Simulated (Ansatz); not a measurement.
## TiH5 in Ansatz: the effect of functional

TiH5, a sheet with vacuum:

```xyz
6
Lattice="3.0575 0.0000 0.0000 -1.5288 2.6479 0.0000 0.0000 0.0000 30.8868" Properties=species:S:1:pos:R:3 pbc="T T T"
Ti    1.5288    0.8826    8.5000
H     0.0000    1.7653    9.5764
H     0.0000    1.7653    7.4236
H     1.5288    0.8826    6.7271
H     1.5288    0.8826   10.2729
H     0.0000    0.0000    8.5000
```

The cell was built by a generator and needn't be a form met in nature.

Alike in all runs:

```yaml
Program: Ansatz 0.2.0
Task: single point
Potentials_or_basis: all-electron LAPW, scalar-relativistic
Basis_error_allowed: 0.002 eV/atom
k_mesh: 10 × 10 × 1
Occupations: fermi-dirac, width 0.05 eV
Spin: no spin polarisation
```

```csv
functional,cutoff,largest force (eV/Å),work function (eV)
PBE,300 eV (chosen from the basis error),0.01,6.05
LDA,297 eV (chosen from the basis error),0.11,6.09
PBEsol,299 eV (chosen from the basis error),?,?
```

Problem. What does the run with functional PBEsol give?

Solution. Largest force 0.05 eV/Å; work function 5.99 eV.
